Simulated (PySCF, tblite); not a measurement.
# C5H12B2O2: geometry, infrared bands and NMR shifts

What infrared bands and NMR shifts should C5H12B2O2 (`BOB(OC)/C(C)=C/C`) show?

Computed with tblite 0.8.0 and PySCF 2.14.0, with density-fitted response routines of our own, on a single molecule in the gas phase. Atoms are numbered from 0 throughout.

**1. The starting structure**

21 atoms, charge 0, multiplicity 1; geometry from: force field or distance geometry start.

Bonds of the start (Å): B0–O1 1.45, O1–B2 1.49, B2–O3 1.44, O3–C4 1.39, B2–C5 1.55, C5–C6 1.49, C5–C7 1.33, C7–C8 1.49, B0–H9 1.19, B0–H10 1.21, C4–H11 1.12, C4–H12 1.13, C4–H13 1.11, C6–H14 1.12, C6–H15 1.10, C6–H16 1.13, C7–H17 1.10, C8–H18 1.12, C8–H19 1.09, C8–H20 1.13.

**2. Optimising the geometry with GFN2-xTB**

The job: settings as JSON, then the geometry in Å.

```
{"job": {"kind": "relax", "xc": "GFN2-xTB", "basis": "xTB"}, "charge": 0, "multiplicity": 1}
B     -2.322800     1.744600     0.037700
O     -1.444700     0.914800     0.838600
B     -0.705400    -0.068800     0.005800
O     -1.338400    -1.251500    -0.521600
C     -2.713500    -1.305400    -0.301100
C      0.829700    -0.068700     0.193800
C      1.395100    -0.454100     1.517500
C      1.672100     0.270100    -0.778100
C      3.136400     0.230200    -0.503100
H     -1.991900     2.798500    -0.399100
H     -3.497500     1.696000     0.325300
H     -3.079900    -2.248500    -0.776100
H     -2.987400    -1.380600     0.789200
H     -3.262500    -0.482300    -0.801100
H      1.673200     0.465400     2.092300
H      2.191000    -1.210900     1.459900
H      0.597100    -0.934800     2.151800
H      1.304900     0.552300    -1.770800
H      3.679600     0.431900    -1.461200
H      3.410700    -0.757500    -0.123900
H      3.445300     1.076100     0.178600
```

Command:

```console
> OMP_NUM_THREADS=1 python probes_run.py task.json out
```

This one command runs all jobs of the session in turn.

**Question.** This job is followed by: GFN2-xTB harmonic vibrations, gas phase; GIAO PBE0/pcSseg-1 NMR shielding, non-relativistic, gas phase. What will the session give for the following? strongest single infrared mode (GFN2-xTB); zero-point energy (GFN2-xTB); 13C shifts against TMS (PBE0/pcSseg-1); 1H shifts against TMS (PBE0/pcSseg-1, means over atoms taken as alike); 11B shifts against BF3·OEt2 (PBE0/pcSseg-1); 17O shifts against H2O (PBE0/pcSseg-1).

**Answer**, as computed:

| quantity | value |
| --- | --- |
| strongest single infrared mode (GFN2-xTB) | 1545 cm⁻¹, 523 km/mol |
| zero-point energy (GFN2-xTB) | 104.6 kcal/mol |
| 13C shifts against TMS (PBE0/pcSseg-1) | 149.6, 142.5, 53.0, 17.1, 14.8 ppm |
| 1H shifts against TMS (PBE0/pcSseg-1, means over atoms taken as alike) | 6.56, 5.50, 3.96, 1.87, 1.84 ppm |
| 11B shifts against BF3·OEt2 (PBE0/pcSseg-1) | 41.1, 20.8 ppm |
| 17O shifts against H2O (PBE0/pcSseg-1) | 256.6, 96.2 ppm |

In words: Over 190 steps the energy fell by 1.992 eV; of the close pairs, O1–B2 changed most, 1.486 to 1.330 Å. All 57 modes are real, so the xTB geometry is a minimum. The strongest single mode, at 1545 cm⁻¹, moves mainly O1 and B0. GFN2-xTB is a fitted tight-binding method: band positions and strengths are rough. Its intensities can rank the bands wrongly. The most deshielded hydrogen is H17 (hydrogen on an alkene CH), at 6.56 ppm: a vinylic proton, deshielded by the sp2 carbon and the C=C anisotropy. At PBE0/pcSseg-1: The largest span, 283 ppm, is at O1, where the paramagnetic term is -313 ppm.
